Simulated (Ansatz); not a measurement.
HfC, space group P6_3/mmc, a relaxation of cell and ions

Computed with Ansatz 0.2.0, Python API.

Notebook, run cell by cell (the value of a cell's last expression is shown):

**Cell 1**
```python
import json

import ansatz as az
from ase import Atoms
from ase.data import atomic_numbers
from ase.neighborlist import neighbor_list
import numpy as np
from pymatgen.core import Structure
from scipy.ndimage import map_coordinates
import spglib

def edges_and_angles(cell):
    cell = np.asarray(cell)
    a, b, c = np.linalg.norm(cell, axis=1)
    cosines = cell[1] @ cell[2] / (b * c), cell[0] @ cell[2] / (a * c), cell[0] @ cell[1] / (a * b)
    return (a, b, c, *np.degrees(np.arccos(cosines)))

lattice = az.Lattice.of(
    [3.342866, 0.0, 0.0],
    [-1.671433, 2.895007, 0.0],
    [0.0, 0.0, 5.202714],
)
sites = [
    ("Hf", [2 / 3, 1 / 3, 0.75]),
    ("Hf", [1 / 3, 2 / 3, 0.25]),
    ("C", [0.0, 0.0, 0.0]),
    ("C", [0.0, 0.0, 0.5]),
]
structure = az.Crystal(lattice=lattice)
for symbol, position in sites:
    structure = structure.atom(symbol, position)
```

**Cell 2**
```python
structure.resolved().tree()["lattice"]
```
Output:
```text
((3.342866, 0.0, 0.0), (-1.671433, 2.895007, 0.0), (0.0, 0.0, 5.202714))
```

**Cell 3**
```python
# part of the cell is held
setup = (
    structure.calculation()
    .functional("r2scan")
    .basis(20 * az.Ha)
    .kpoints(9, 9, 5)
    .occupations("cold", width=0.15)
    .relax(max_steps=100, fix_cell=["c", "angles"])
    .density()
)
outcome = setup.run(threads=1, backend="cpu", events_out="stream.ndjson")
with open("stream.ndjson") as stream:
    events = [json.loads(line) for line in stream]
steps = [e["data"] for e in events if e["event"] == "relax_step"]
r = outcome.report
```
Output:
```text
DeckWarning: crystal.symmetry: narrowed to the stabiliser of the fixed cell quantities (relax.cell.fix) — unitary ops 24 → 8. The narrowing is safe, since a smaller group never makes results wrong: the run goes on under it, on as many k-points as the starting group would need, or more. Excluded: 16 operations that [...]
```

**Cell 4**
```python
r["kweights"]
```
Output:
```text
[0.0024691358024691358, 0.0049382716049382715, 0.0049382716049382715, 0.009876543209876543,
 0.019753086419753086, 0.019753086419753086, 0.009876543209876543, 0.019753086419753086,
 0.019753086419753086, 0.009876543209876543, 0.019753086419753086, 0.019753086419753086,
 0.009876543209876543, 0.019753086419753086, 0.019753086419753086, 0.0049382716049382715,
 0.009876543209876543, 0.009876543209876543, 0.009876543209876543, 0.019753086419753086,
 0.019753086419753086, 0.009876543209876543, 0.019753086419753086, 0.019753086419753086,
 0.009876543209876543, 0.019753086419753086, 0.019753086419753086, 0.009876543209876543,
 0.019753086419753086, 0.019753086419753086, 0.009876543209876543, 0.019753086419753086,
 0.019753086419753086, 0.009876543209876543, 0.019753086419753086, 0.019753086419753086,
 0.0049382716049382715, 0.009876543209876543, 0.009876543209876543, 0.0049382716049382715,
 0.009876543209876543, 0.009876543209876543, 0.009876543209876543, 0.019753086419753086,
 0.019753086419753086, 0.009876543209876543, 0.019753086419753086, 0.019753086419753086,
 0.009876543209876543, 0.019753086419753086, 0.019753086419753086, 0.009876543209876543,
 0.019753086419753086, 0.019753086419753086, 0.0049382716049382715, 0.009876543209876543,
 0.009876543209876543, 0.0049382716049382715, 0.009876543209876543, 0.009876543209876543,
 0.009876543209876543, 0.019753086419753086, 0.019753086419753086, 0.009876543209876543,
 0.019753086419753086, 0.019753086419753086, 0.0049382716049382715, 0.009876543209876543,
 0.009876543209876543, 0.0049382716049382715, 0.009876543209876543, 0.009876543209876543,
 0.0049382716049382715, 0.009876543209876543, 0.009876543209876543]
```

**Cell 5**
```python
for s in steps:
    flag = "" if s["accepted"] else "  (rejected)"
    print("step %2d  E = %.5f eV  largest force component = %.4f eV/A%s" % (s["step"], s["lagrangian_ev"], s["allowed_force_max_ev_ang"], flag))

first, last = steps[0], steps[-1]
symbols = [site.symbol for site in outcome.lattice.sites]
print(f"energy gained {first['lagrangian_ev'] - last['lagrangian_ev']:.4f} eV in {len(steps) - 1} steps")
for label, vectors in (("before", first["cell_ang"]), ("after", outcome.lattice.cell_ang)):
    print(label, "a b c (A) {:.4f} {:.4f} {:.4f}  angles {:.2f} {:.2f} {:.2f}".format(*edges_and_angles(vectors)), f" V = {abs(np.linalg.det(vectors)):.3f} A^3")
print("final stress xx yy zz (GPa, compression positive):", np.round(np.diag(r["stress_gpa"]), 3) + 0.0)
```
Output:
```text
step  1  E = -31972.84177 eV  largest force component = 0.0000 eV/A
step  2  E = -31972.84550 eV  largest force component = 0.0000 eV/A
step  3  E = -31972.85411 eV  largest force component = 0.0000 eV/A
step  4  E = -31972.85412 eV  largest force component = 0.0000 eV/A
step  5  E = -31972.85395 eV  largest force component = 0.0000 eV/A
energy gained 0.0122 eV in 4 steps
before a b c (A) 3.3429 3.3429 5.2027  angles 90.00 90.00 120.00  V = 50.350 A^3
after a b c (A) 3.3148 3.3148 5.2027  angles 90.00 90.00 120.00  V = 49.509 A^3
final stress xx yy zz (GPa, compression positive): [2.000e-03 2.000e-03 4.118e+00]
```

**Cell 6**
```python
fractions = [site.position_frac for site in outcome.lattice.sites]
numbers = [atomic_numbers[s] for s in symbols]
for tolerance in (1e-3, 1e-2, 1e-1):
    print(f"space group at {tolerance} A:", spglib.get_spacegroup((outcome.lattice.cell_ang, fractions, numbers), symprec=tolerance))
```
Output:
```text
space group at 0.001 A: P6_3/mmc (194)
space group at 0.01 A: P6_3/mmc (194)
space group at 0.1 A: P6_3/mmc (194)
```

**Cell 7**
```python
print("atom   start x y z (A)              end x y z (A)")
for symbol, a, b in zip(symbols, first["positions_ang"], last["positions_ang"]):
    print(f"{symbol:3s}", " ".join(f"{v:8.4f}" for v in a), "  ", " ".join(f"{v:8.4f}" for v in b))

final = Atoms(symbols, positions=last["positions_ang"], cell=outcome.lattice.cell_ang, pbc=True)
i, j, d = neighbor_list("ijd", final, 4.5)
print("neighbours within 1.2 times the shortest distance of each atom (A)")
for atom in range(len(final)):
    near = [m for m in np.argsort(d) if i[m] == atom]
    shell = [m for m in near if d[m] < 1.2 * d[near[0]]]
    print(f"{symbols[atom]}{atom} ({len(shell)}):", ", ".join(f"{symbols[j[m]]} {d[m]:.3f}" for m in shell))
```
Output:
```text
atom   start x y z (A)              end x y z (A)
Hf    1.6714   0.9650   3.9020      1.6574   0.9569   3.9020
Hf    0.0000   1.9300   1.3007     -0.0000   1.9138   1.3007
C     0.0000   0.0000   0.0000     -0.0000   0.0000  -0.0000
C     0.0000   0.0000   2.6014     -0.0000   0.0000   2.6014
neighbours within 1.2 times the shortest distance of each atom (A)
Hf0 (6): C 2.314, C 2.314, C 2.314, C 2.314, C 2.314, C 2.314
Hf1 (6): C 2.314, C 2.314, C 2.314, C 2.314, C 2.314, C 2.314
C2 (8): Hf 2.314, Hf 2.314, Hf 2.314, Hf 2.314, Hf 2.314, Hf 2.314, C 2.601, C 2.601
C3 (8): Hf 2.314, Hf 2.314, Hf 2.314, Hf 2.314, Hf 2.314, Hf 2.314, C 2.601, C 2.601
```

**Cell 8**
```python
print("relaxed fractional positions")
for site in outcome.lattice.sites:
    print(f"  {site.symbol:2s}", " ".join(f"{v % 1:8.5f}" for v in np.round(site.position_frac, 5)))
```
Output:
```text
relaxed fractional positions
  Hf  0.66667  0.33333  0.75000
  Hf  0.33333  0.66667  0.25000
  C   0.00000  0.00000  0.00000
  C   0.00000  0.00000  0.50000
```

**Cell 9**
```python
for key in ("converged", "n_iterations", "n_electrons", "n_kpoints", "n_pw", "n_symmetry_ops", "free_energy_ev", "fermi_energy_ev"):
    print(f"{key:18s} {r[key]}")
```
Output:
```text
converged          True
n_iterations       5
n_electrons        60.0
n_kpoints          75
n_pw               1423
n_symmetry_ops     8
free_energy_ev     -31972.85395257237
fermi_energy_ev    20.862619040873405
```

**Cell 10**
```python
final = Structure(outcome.lattice.cell_ang, [s.symbol for s in outcome.lattice.sites], [s.position_frac for s in outcome.lattice.sites])
# the grid holds the pseudo-density, which differs from the true one inside the cores
rho = outcome.density()
total = sum(channel.density_e_per_ang3 for channel in rho.channels[:2])
grid_cell = np.asarray(rho.fft_grid_basis) @ outcome.lattice.cell_ang
partner = min(final.get_neighbors(final[0], 5.0), key=lambda n: n.nn_distance)
line = np.linspace(final[0].coords, partner.coords, 9)
points = (line @ np.linalg.inv(grid_cell)) * rho.dims
values = map_coordinates(total, points.T, order=3, mode="grid-wrap")
print(f"from {final[0].specie} to {partner.specie}, {partner.nn_distance:.3f} A")
for t, value in zip(np.linspace(0, partner.nn_distance, 9), values):
    print(f"{t:7.3f} A  {value:9.4f} e/A^3")
```
Output:
```text
from Hf to C, 2.314 A
  0.000 A    35.4747 e/A^3
  0.289 A    24.7460 e/A^3
  0.578 A     8.4027 e/A^3
  0.868 A     1.5878 e/A^3
  1.157 A     0.4911 e/A^3
  1.446 A     0.6460 e/A^3
  1.735 A     1.2197 e/A^3
  2.025 A     1.6808 e/A^3
  2.314 A     1.5839 e/A^3
```

Absolute energies stand on the zero of these potentials, so only differences at equal settings mean something. A total without «per atom» is that of the cell as typed. Spin is left out of this run. Forces vanish by symmetry, so the ions can't move, and the end may be a saddle. Part of the cell is held or a pressure is applied, so the end point needn't be the zero-pressure lattice. The mesh is modest for a metal, so energies can be off by several to tens of meV an atom and pressures by half a GPa or more; differences at equal mesh fare better. Only differences from the Fermi energy are physical; the zero of the scale is a convention. Energies along a relaxation are free energies. Rows at an unchanged volume are solved on a plane-wave basis chosen afresh for that cell, so the energy jumps there and such rows are no steps of the walk. Spin-orbit coupling, which matters for elements this heavy, is left out. The fields are valence quantities on the plane-wave grid; their values near the nuclei depend on the potentials. This cell is a computed structure, which may not be the phase found in nature. Warnings are shown shortened and without file and line. Wall time of the script: 64 s on 1 thread of Intel(R) Xeon(R) Processor @ 2.30GHz, with other jobs on the host, peak memory 0.82 GiB.
